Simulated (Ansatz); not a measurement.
This script drives Ansatz 0.2.0, Python API.

`pt_elastic.py`
```python
'''Stiffness tensor and moduli of Pt.'''

from dataclasses import replace
import warnings

import ansatz as az
from ase import Atoms
import numpy as np

SMEARING = 'methfessel_paxton'
SIGMA = 0.1
FUNCTIONAL = 'PBEsol'
KGRID = (19, 19, 19)

warnings.simplefilter('ignore', az.DeckWarning)

atoms = Atoms(
    ['Pt'],
    scaled_positions=[
        [0.0, 0.0, 0.0],
    ],
    cell=[
        [-1.58422, 1.58422, 1.58422],
        [1.58422, -1.58422, 1.58422],
        [1.58422, 1.58422, -1.58422],
    ],
    pbc=True,
)
crystal = az.Crystal.from_ase(atoms)

base = (
    crystal.calculation()
    .occupations(SMEARING, width=SIGMA)
    .functional(FUNCTIONAL)
    .basis(21 * az.Ha)
    .kpoints(*KGRID)
)
# first bring the cell to zero stress
rest = base.relax(cell=True).run(threads=1).lattice
relaxed = az.Crystal(lattice=az.Lattice.of(rest.cell_ang))
for site in rest.sites:
    relaxed = relaxed.atom(site.symbol, site.position_frac)
base = replace(base, crystal=relaxed)
print('relaxed volume {:.3f} A^3'.format(abs(np.linalg.det(rest.cell_ang))))
done = base.elastic(az.ElasticMode.RELAXED_ION).run(threads=1)
elastic = done.elastic

C = np.asarray(elastic.c_gpa)
for i in range(6):
    for j in range(i, 6):
        if abs(C[i, j]) > 0.05:
            print(f'C{i + 1}{j + 1} = {C[i, j]:.1f} GPa')
print('smallest eigenvalue of C:', round(elastic.stability.min_eigenvalue_gpa, 1), 'GPa; tensor positive definite:', elastic.stability.min_eigenvalue_gpa > 0)
# averaged moduli need a positive definite tensor
if elastic.stability.min_eigenvalue_gpa > 0:
    m = elastic.moduli
    anisotropy = 5 * m.g_voigt_gpa / m.g_reuss_gpa + m.k_voigt_gpa / m.k_reuss_gpa - 6
    print(f'Voigt K {m.k_voigt_gpa:.1f} G {m.g_voigt_gpa:.1f}; Reuss K {m.k_reuss_gpa:.1f} G {m.g_reuss_gpa:.1f}; universal anisotropy index {anisotropy:.3f}')
```

It is started by `python pt_elastic.py`. Estimate its wall time and peak memory on 1 thread of Arm Neoverse V1, on a shared host.

It took about 120 s, with a peak of 0.66 GiB, for 2 runs of the engine.

```console
$ python pt_elastic.py
relaxed volume 15.209 A^3
C11 = 153.2 GPa
C12 = 334.9 GPa
C13 = 334.9 GPa
C22 = 153.2 GPa
C23 = 334.9 GPa
C33 = 153.2 GPa
C44 = 148.1 GPa
C55 = 148.1 GPa
C66 = 148.1 GPa
smallest eigenvalue of C: -181.7 GPa; tensor positive definite: False
```

Notes:
- The run is spin-unpolarised.
- Spin-orbit coupling, which matters for elements this heavy, is left out.
- This isn't the structure that Pt takes at ambient conditions.
- Shear constants of a metal converge slowly with the k-point mesh and can be wrong in sign on a coarse one; the constants belong to the cell that was strained.

(A comment or docstring line of the script was reworded after the run, the code is as it ran.)
